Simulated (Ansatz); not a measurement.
**GaC (quartet): wave-function methods side by side, cc-pVTZ**

One table from this session's results is given with a row withheld; the runs are named, their logs left out.

Computed with Ansatz 0.2.0, Gaussian basis. Level: cc-pVTZ, core rule «outside noble gas», up to 15 orbitals frozen.

Plan: UHF; CCSD(T) on ROHF; CCSD(T) on UHF; BCCD(T) on ROHF; CISD; CCSDT(Q) on ROHF; CCSDT(Q) on UHF; CASSCF and MRCISD+Q, 7 electrons in 8 orbitals; CASSCF and NEVPT2, 7 electrons in 8 orbitals.

21 further runs of the same task are left out: 1 for a known fault of the program, 9 that didn't finish, 11 set aside as unsound or not needed.

**The geometry**

The geometry is a PBE0/def2-TZVP stationary point (not a proven minimum) of the parent state, kept for this charge and spin. No spin-orbit coupling is included. The filled d shell of Ga may be among the frozen orbitals whatever the setting's name suggests; the logs give the count.

2 atoms, charge 0, spin multiplicity 4.

Atoms are counted from 1 here; the program's logs count them from 0.

Bond lengths: C1–Ga2 1.987 Å.

Set-up of the first run:

Contents of in.yaml:

```yaml
crystal:
  periodic: [false, false, false]
  atoms:
    - {symbol: C, position_ang: [0.000000, 0.000000, 0.000000]}
    - {symbol: Ga, position_ang: [0.000000, 0.000000, 1.987400]}
basis:
  gaussian: {orbitals: cc-pVTZ}
magnetization: {spin_polarized: true, initial_magnetization: 3}
hamiltonian: {xc: hf}
output: {orbitals: {seedname: orbitals}}
```

Started as:

```
$ ansatz run in.yaml --threads 1 --pin off --events-out ev --progress --plain --max-ram 2393MiB
```

Steps of the session up to this table: UHF; CCSD(T) on ROHF; CCSD(T) on UHF; BCCD(T) on ROHF; CISD; CCSDT(Q) on ROHF; CCSDT(Q) on UHF; CASSCF and MRCISD+Q, 7 electrons in 8 orbitals; CASSCF and NEVPT2, 7 electrons in 8 orbitals.

One of the session's tables, all rows but one given; the rest of the session is left out.

| method | from UCCSDT(Q) (kcal/mol) |
| --- | --- |
| ROHF | +105.42 |
| UHF | +103.77 |
| RMP2 | +23.87 |
| UMP2 | +23.34 |
| RCCSD | +5.76 |
| UCCSD | +5.59 |
| RCCSD(T) | +1.36 |
| UCCSD(T) | +1.23 |
| BCCD(T) | ? |
| RCCSDT | +0.40 |
| UCCSDT | +0.27 |
| RCCSDT(Q) | +0.15 |
| UCCSDT(Q) | 0 |
| CASSCF valence | +73.45 |
| NEVPT2 valence | +14.60 |
| MRCISD valence | +4.83 |
| MRCISD+Q valence | +0.77 |

Estimate the missing values for BCCD(T).

**Answer.** from UCCSDT(Q) (kcal/mol): +1.28. In the column «from UCCSDT(Q) (kcal/mol)» it lies between UCCSD(T) (+1.23) and RCCSD(T) (+1.36).

Among the levels timed on like hardware and quicker than the yardstick, those that no quicker one beats, quickest first: NEVPT2 valence (4.4 s, +14.60 kcal/mol); BCCD(T) (4.8 s, +1.28 kcal/mol); MRCISD+Q valence (6 s, +0.77 kcal/mol).

Not comparable, so not listed: CISD (they don't share determinant, frozen orbitals or solution with the rows shown, or repeat one).

Limits of these values: Of the multireference levels listed MRCISD+Q valence comes nearest in total energy (+0.77 kcal/mol), which doesn't show that its space is the better one. Restricted and unrestricted rows rest on different reference determinants; where their highest levels disagree by more than a few hundredths of an eV, they describe different states and don't form one ladder.
